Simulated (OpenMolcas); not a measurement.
**One shape, several levels: C2H4AlFO (SMILES C=C[O][AlH][F])**

Wanted: a comparison of 6 runs (HF/3-21G, B3LYP/6-31G*, PBE0/def2-SVP, TPSS/def2-SVP, r2SCAN/def2-SVP, CCSD(T)/def2-SVP) of C2H4AlFO. 

The results are computed with OpenMolcas 26.06.

### 1 The structure to begin with

C2H4AlFO: 9 atoms, total charge 0, spin state singlet. SMILES: `C=C[O][AlH][F]`. The C1–H6 distance was set to 1.624 Å, away from the relaxed value. At this shape a bond of the SMILES string is far longer than usual.

Bond lengths: C1–C2 1.325 Å, C2–O3 1.346 Å, O3–Al4 1.684 Å, Al4–F5 1.640 Å, C1–H7 1.081 Å, C2–H8 1.090 Å, Al4–H9 1.565 Å. Angles: C1–C2–O3 123.2°, C2–O3–Al4 137.8°, O3–Al4–F5 116.4°, C1–C2–H8 121.1°, O3–C2–H8 115.7°, C2–C1–H7 119.7°, O3–Al4–H9 123.2°, F5–Al4–H9 120.5°. A long bond or contact: C1–H6 1.624 Å.

### 2 The energy at HF/3-21G (run 1)

Contents of input.xyz:

```xyz
9

C     -1.694140    -0.572784     0.623836
C     -0.860140    -0.525584    -0.404564
O      0.358160     0.043816    -0.340464
Al     1.668660     0.306616    -1.364864
F      2.955460     1.088916    -0.715064
H     -1.297700     0.065300     2.064100
H     -2.659840    -1.044884     0.508436
H     -1.131140    -0.955784    -1.368864
H      1.692160    -0.153484    -2.860364
```

Contents of calc.input:

```
* C2H4AlFO Hartree-Fock

&GATEWAY
 BasLib = $CurrDir
 Coord = input.xyz
 Basis = 3-21G
 Group = NoSym

&SEWARD

&SCF
 Thresholds = 1e-10 1e-07 1e-07 1e-05
 PrOrbitals = 1
```

The basis set 3-21G is read from a file made from the Basis Set Exchange's data (not shown).

Started as:

```console
export MOLCAS_MEM=1860
pymolcas calc.input > calc.log
```

The program printed:

```text
--- Start Module: gateway ---
[...]
--- Stop Module: gateway /rc=_RC_ALL_IS_WELL_ ---
--- Start Module: seward ---
[...]
      Basis functions           57
--- Stop Module: seward /rc=_RC_ALL_IS_WELL_ ---
[...]
--- Start Module: scf ---
[...]
       Convergence after  13 Iterations
[...]
::    Total SCF energy                               -491.5844246027
[...]
      Total spin, S                                     0.0000000000
[...]
      Total electronic charge=   46.000000
      Total            charge=   -0.000000
[...]
      Dipole Moment (debye):
      Origin of the operator (angstrom)=    0.8091    0.1597   -0.6099
                   X= -1.2173E+00               Y= -1.2605E+00               Z= -2.2232E+00           Total=  2.8307E+00
      Quadrupole Moment (debye*angstrom):
[...]
--- Stop Module: scf /rc=_RC_ALL_IS_WELL_ ---
[...]
```

It took 5.7 s on 1 thread of AMD EPYC 7R43 (Zen 3), shared host; peak memory 0.39 GiB.

### 3 The energy at B3LYP/6-31G(d) (Cartesian functions) (run 2)

Contents of run.input:

```
>>> EXPORT MOLCAS_PRINT=2

&GATEWAY
 BasLib=$CurrDir
 Coord
 9
 bohr
 C     -3.20146062    -1.08240489     1.17887919
 C     -1.62542903    -0.99320982    -0.76451516
 O      0.67682431     0.08280024    -0.64338372
 Al     3.15331040     0.57942027    -2.57921916
 F      5.58500997     2.05775301    -1.35127512
 H     -2.45229759     0.12339912     3.90058369
 H     -5.02636914    -1.97454459     0.96080479
 H     -2.13754481    -1.80616999    -2.58677806
 H      3.19771896    -0.29004272    -5.40530458
 Basis=6-31Gs
 Group=NoSym

&SEWARD
 GridInput
 Grid=UltraFine
 End of Grid

&SCF
 KSDFT=B3LYP
 Thresholds=1e-10 1e-07 1e-07 1e-05
 PrOrbitals=1 1
```

The basis set 6-31G* is read from a file made from the Basis Set Exchange's data (not shown).

Started as:

```console
export MOLCAS_MEM=1860
pymolcas run.input > run.log
```

The program printed:

```text
--- Start Module: gateway ---
[...]
--- Stop Module: gateway /rc=_RC_ALL_IS_WELL_ ---
--- Start Module: seward ---
[...]
      Basis functions           87
--- Stop Module: seward /rc=_RC_ALL_IS_WELL_ ---
[...]
--- Start Module: scf ---
[...]
       Convergence after  15 Iterations
[...]
::    Total KS-DFT energy                            -496.1256428357
[...]
      Total spin, S                                     0.0000000000
[...]
      Total electronic charge=   46.000000
      Total            charge=   -0.000000
[...]
      Dipole Moment (debye):
      Origin of the operator (angstrom)=    0.8091    0.1597   -0.6099
                   X= -8.9198E-01               Y= -9.3111E-01               Z= -1.6525E+00           Total=  2.0960E+00
      Quadrupole Moment (debye*angstrom):
[...]
--- Stop Module: scf /rc=_RC_ALL_IS_WELL_ ---
[...]
```

Run time: 44 s. Hardware: 1 thread of AMD EPYC 7R43 (Zen 3), shared host; peak memory 0.47 GiB.

Runs 3 to 4 aren't shown in full; the table further down has their settings and results.

### 4 The energy at r2SCAN/def2-SVP (run 5)

Contents of coord.xyz:

```xyz
9

C     -1.694140    -0.572784     0.623836
C     -0.860140    -0.525584    -0.404564
O      0.358160     0.043816    -0.340464
Al     1.668660     0.306616    -1.364864
F      2.955460     1.088916    -0.715064
H     -1.297700     0.065300     2.064100
H     -2.659840    -1.044884     0.508436
H     -1.131140    -0.955784    -1.368864
H      1.692160    -0.153484    -2.860364
```

Contents of calc.input:

```
>>> EXPORT MOLCAS_PRINT=2

&gateway
 baslib
 $CurrDir
 coord
 coord.xyz
 basis
 def2-SVP
 group
 NoSym

&seward
 gridinput
 Grid=UltraFine
 End of Grid

&scf
 ksdft
 2
 1.0 MGGA_X_R2SCAN
 1.0 MGGA_C_R2SCAN
 thresholds
 1e-10 1e-07 1e-07 1e-05
 prorbitals
 1 1
```

The basis set def2-SVP is read from a file made from the Basis Set Exchange's data (not shown).

Started as:

```console
export MOLCAS_MEM=1860
pymolcas calc.input > calc.log
```

The program printed:

```text
--- Start Module: gateway ---
[...]
--- Stop Module: gateway /rc=_RC_ALL_IS_WELL_ ---
--- Start Module: seward ---
[...]
      Basis functions           94
--- Stop Module: seward /rc=_RC_ALL_IS_WELL_ ---
[...]
--- Start Module: scf ---
[...]
       Convergence after  18 Iterations
[...]
::    Total KS-DFT energy                            -495.6993159896
[...]
      Total spin, S                                     0.0000000000
[...]
      Total electronic charge=   46.000000
      Total            charge=   -0.000000
[...]
      Dipole Moment (debye):
      Origin of the operator (angstrom)=    0.8091    0.1597   -0.6099
                   X= -8.0882E-01               Y= -8.8045E-01               Z= -1.6102E+00           Total=  2.0055E+00
      Quadrupole Moment (debye*angstrom):
[...]
--- Stop Module: scf /rc=_RC_ALL_IS_WELL_ ---
[...]
```

Wall time 66 s (1 thread of AMD EPYC 7R43 (Zen 3), shared host); peak memory 0.52 GiB.

### 5 A single-point energy at CCSD(T)/def2-SVP (run 6)

Contents of job.input:

```
&gateway
  baslib=$CurrDir
  coord
  9
  angstrom
  C       -1.694140      -0.572784       0.623836
  C       -0.860140      -0.525584      -0.404564
  O        0.358160       0.043816      -0.340464
  Al       1.668660       0.306616      -1.364864
  F        2.955460       1.088916      -0.715064
  H       -1.297700       0.065300       2.064100
  H       -2.659840      -1.044884       0.508436
  H       -1.131140      -0.955784      -1.368864
  H        1.692160      -0.153484      -2.860364
  basis=def2-SVP
  group=NoSym

&seward

&scf
  thresholds=1e-10 1e-07 1e-07 1e-05
  prorbitals=1 2

&rasscf
  fileorb=$Project.ScfOrb
  spin=1
  nactel=0 0 0
  inactive=23
  ras2=0
  outorbitals=Canonical
  orblisting=NoCore

&motra
  jobiph
  frozen=9

&ccsdt
  cct
  triples=2
  iterations=80
  accuracy=1e-08
  extrapolation=5 4
```

The basis set def2-SVP is read from a file made from the Basis Set Exchange's data (not shown).

Started as:

```console
export MOLCAS_MEM=1860
pymolcas job.input > job.log
```

The program printed:

```text
--- Start Module: gateway ---
[...]
--- Stop Module: gateway /rc=_RC_ALL_IS_WELL_ ---
[...]
      Basis functions           94
[...]
       Convergence after  13 Iterations
[...]
::    Total SCF energy                               -494.0178619508
[...]
      Total spin, S                                     0.0000000000
[...]
      Number of active orbitals                  0
[...]
      Spin quantum number                      0.0
[...]
      Active orbitals                            0
[...]
      Number of CSFs                             1
[...]
      Number of root(s) required                 1
[...]
      Convergence after  4 iterations
[...]
      Natural orbitals and occupation numbers for root  1
      ************************************************************************************************************************
      *                                                    Final results                                                     *
      ************************************************************************************************************************
[...]
::    RASSCF root number  1 Total energy:   -494.01786195
[...]
      Total electronic charge=   46.000000
      Total            charge=   -0.000000
[...]
      Dipole Moment (debye):
      Origin of the operator (angstrom)=    0.8091    0.1597   -0.6099
                   X= -1.0780E+00               Y= -1.1242E+00               Z= -1.9926E+00           Total=  2.5291E+00
      Quadrupole Moment (debye*angstrom):
[...]
--- Start Module: motra ---
[...]
      *** WARNING: Default frozen orbitals is overwritten by user input.
      *** Default values:   6
[...]
--- Stop Module: motra /rc=_RC_ALL_IS_WELL_ ---
[...]
--- Start Module: ccsdt ---
[...]
      Convergence after                    18  Iterations
      Total energy (diff) :    -494.75476931       0.00000000
[...]
 METHOD                       : CCSD+T(CCSD)+<T3(1)WT1> = CCSD(T)
[...]
       CCSD     =      -494.7547693144139
[...]
--- Stop Module: ccsdt /rc=_RC_ALL_IS_WELL_ ---
[...]
```

Wall time 2.8 min (1 thread of AMD EPYC 7R43 (Zen 3), shared host); peak memory 0.52 GiB.

### 6 All runs side by side

| run | level | Cartesian functions | integration grid | energy (Eh) | dipole moment (D) of the reference | HOMO energy (eV) | LUMO energy (eV) | wall time |
| --- | --- | --- | --- | --- | --- | --- | --- | --- |
| 1 | HF/3-21G | no | – | -491.584425 | 2.83 | -9.41 | 2.09 | 5.7 s |
| 2 | B3LYP/6-31G* (Cartesian functions) | yes | UltraFine | -496.125643 | 2.10 | -6.54 | -0.79 | 44 s |
| 3 | PBE0/def2-SVP | no | UltraFine | -495.464913 | 2.08 | -6.99 | -0.61 | 44 s |
| 4 | TPSS/def2-SVP | no | UltraFine | -495.906300 | 1.94 | -5.83 | -1.21 | 64 s |
| 5 | r2SCAN/def2-SVP | no | UltraFine | -495.699316 | 2.01 | -6.04 | -1.05 | 66 s |
| 6 | CCSD(T)/def2-SVP | no | – | -494.774971 | 2.53 | -9.69 | 2.16 | 2.8 min |

### 7 Outcome

```
                                          quantity          value
                               run 6: total energy  -494.77497 Eh
         run 6: dipole moment (mean-field density)         2.53 D
        run 6: HOMO energy (Hartree–Fock orbitals)       -9.69 eV
        run 6: LUMO energy (Hartree–Fock orbitals)        2.16 eV
      run 6: HOMO–LUMO gap (Hartree–Fock orbitals)       11.85 eV
run 6: correlation energy (9 core orbitals frozen)     -757.1 mEh
                             run 6: (T) correction     -20.20 mEh
```

What this shows: Over runs 1, 2, 3, 4, 5 the dipole moment (its size) runs from 1.94 D (TPSS/def2-SVP) to 2.83 D (HF/3-21G). The two ends differ in method and basis. Over runs 1, 2, 3, 4, 5 the HOMO–LUMO gap runs from 4.61 eV (TPSS/def2-SVP) to 11.49 eV (HF/3-21G). Totals of different functionals can't be ranked against each other. All runs together took 6.5 min, the longest 2.8 min.
